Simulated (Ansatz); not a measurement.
# FGeH3: the cost of one run

Computed with Ansatz 0.2.0, Gaussian basis. Level: PBE0-D4/def2-TZVP structures, single points in def2-TZVPP, no counterpoise correction.

Levels: SPW92, PBE-D4, BLYP-D4, r2SCAN-D4, B97M-V, PBE0-D4, B3LYP-D4, r2SCAN0-D4, BHLYP-D4, CAM-B3LYP-D4, wB97X-V, wB97M-V, B2PLYP, PBE-QIDH, RPA on PBE, Hartree-Fock, MP2, CCSD, CCSD(T).

Correlated methods freeze the cores. Filled d shells of the heavier atoms are correlated. B3LYP uses VWN-RPA correlation. B2PLYP carries no dispersion term here.

113 further runs of the same task are left out: 113 set aside as unsound or not needed. Runs told in other sessions of the task aren't counted.

### Step 1. The starting structure

The complex: 9 atoms, charge 0, spin multiplicity 1.

Atoms are counted from 1 here; the program's logs count them from 0.

Bond lengths: Ge1–H3 1.526 Å, Ge1–H4 1.526 Å, Ge1–H5 1.531 Å, Ge1–F7 1.779 Å, Cl2–H8 1.298 Å, H6–F9 0.944 Å. Angles: H3–Ge1–H4 114.8°, H3–Ge1–H5 113.8°, H3–Ge1–F7 105.0°, H4–Ge1–H5 113.8°, H4–Ge1–F7 105.0°, H5–Ge1–F7 103.0°.

As a file:

```mol
ClF2GeH5
  3D, bonds by distance, orders not assigned

  9  6  0  0  0  0  0  0  0  0999 V2000
   -0.9878   -0.8839   -0.7891 Ge  0  0
    1.3675   -0.5149    2.1725 Cl  0  0
    0.2547   -1.7673   -0.8646 H   0  0
   -1.6865   -0.8775    0.5680 H   0  0
   -1.9422   -1.0596   -1.9731 H   0  0
    0.6422    1.6523   -0.1564 H   0  0
   -0.3859    0.7762   -1.0046 F   0  0
    1.4765    0.6444    1.5998 H   0  0
    1.2615    2.0302    0.4475 F   0  0
  1  3  8  0
  1  4  8  0
  1  5  8  0
  1  7  8  0
  2  8  8  0
  6  9  8  0
M  END
```

Its parts: GeH3F holds atoms 1, 3, 4, 5, 7; HCl holds atoms 2, 8; HF holds atoms 6, 9. Each part counts its atoms afresh in its own runs.

### Step 2. Relaxing GeH3F alone

The input, relax-a/in.yaml:

```yaml
crystal:
  periodic: [false, false, false]
  atoms:
    - {symbol: Ge, position_ang: [-0.987834, -0.883896, -0.789128]}
    - {symbol: H, position_ang: [0.254657, -1.767291, -0.864582]}
    - {symbol: H, position_ang: [-1.686478, -0.877475, 0.567966]}
    - {symbol: H, position_ang: [-1.942158, -1.059592, -1.973106]}
    - {symbol: F, position_ang: [-0.385860, 0.776192, -1.004576]}
basis:
  gaussian: {orbitals: def2-TZVP}
hamiltonian: {xc: pbe0, dispersion: d4}
relax: {f_tol: 0.005, max_steps: 200}
```

Command:

```sh
> ansatz run in.yaml --threads 8 --pin off --events-out ev --progress --plain --max-ram 19148MiB
```

**Question.** How long does this run take on 8 threads of Arm Neoverse V2, shared host?

About 1.9 s.
